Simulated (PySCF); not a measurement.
# A diatomic session: KLi

One table from this session's results is given with a row withheld; the runs are named, their logs left out.

Program: PySCF 2.14.0. Level of theory: K x2c-SVPall, Li x2c-SVPall, spin-free X2C with a Gaussian nucleus. These are calculated values, not measurements.

Set-up of the first run:

Settings of the job:

```yaml
atoms: K, Li
charge: 0
basis: K x2c-SVPall, Li x2c-SVPall
Hamiltonian: spin-free X2C with a Gaussian nucleus
basis_functions: 33
electrons_treated: 22
masses_in_u: 38.9637, 7.0160
levels: PBE0, PBE, r²SCAN, r²SCAN0, TPSSh, PBEsol, HF, MP2, SCS-MP2, CCSD, CCSD(T)
grid: 80 radial by 434 angular points
occupations: held fixed by the projection of orbital angular momentum
dissociation_limit: K + Li, each in its ground configuration
starting_distance_in_angstrom: 3.230
values_of_2S_to_try: 0, 2
```

Run with:

```sh
> OMP_NUM_THREADS=1 python dia.py task.json out
```

Among the steps run: The job; The PBE0 curve of the state that the search chose; Higher solutions at PBE0; PBE (GGA); r²SCAN (meta-GGA); r²SCAN0; TPSSh (hybrid meta-GGA); PBEsol (GGA); RHF (mean field); MP2 and coupled cluster.

One of the session's tables, all rows but one given; the rest of the session is left out.

| level | Re (Å) | ωe (cm⁻¹) | De (eV) |
| --- | --- | --- | --- |
| RHF | 3.554 | 196.1 | -0.007 |
| RHF-MP2 | 3.474 | 200.7 | 0.419 |
| RHF-SCS-MP2 | 3.479 | 199.9 | 0.496 |
| RHF-CCSD | 3.445 | 199.8 | 0.65 |
| RHF-CCSD(T) | 3.447 | 198.2 | 0.67 |
| PBE | 3.415 | 197.6 | 0.71 |
| PBEsol | ? | ? | ? |
| r²SCAN | 3.472 | 198.0 | 0.58 |
| TPSSh | 3.472 | 196.6 | 0.80 |
| PBE0 | 3.423 | 203.2 | 0.65 |
| r²SCAN0 | 3.449 | 202.8 | 0.58 |

Q: Estimate the row for PBEsol from the others.

The run gave: Re (Å): 3.413; ωe (cm⁻¹): 198.5; De (eV): 0.72. In the column «Re (Å)» it is the lowest.

De is counted to K + Li in their ground configurations.
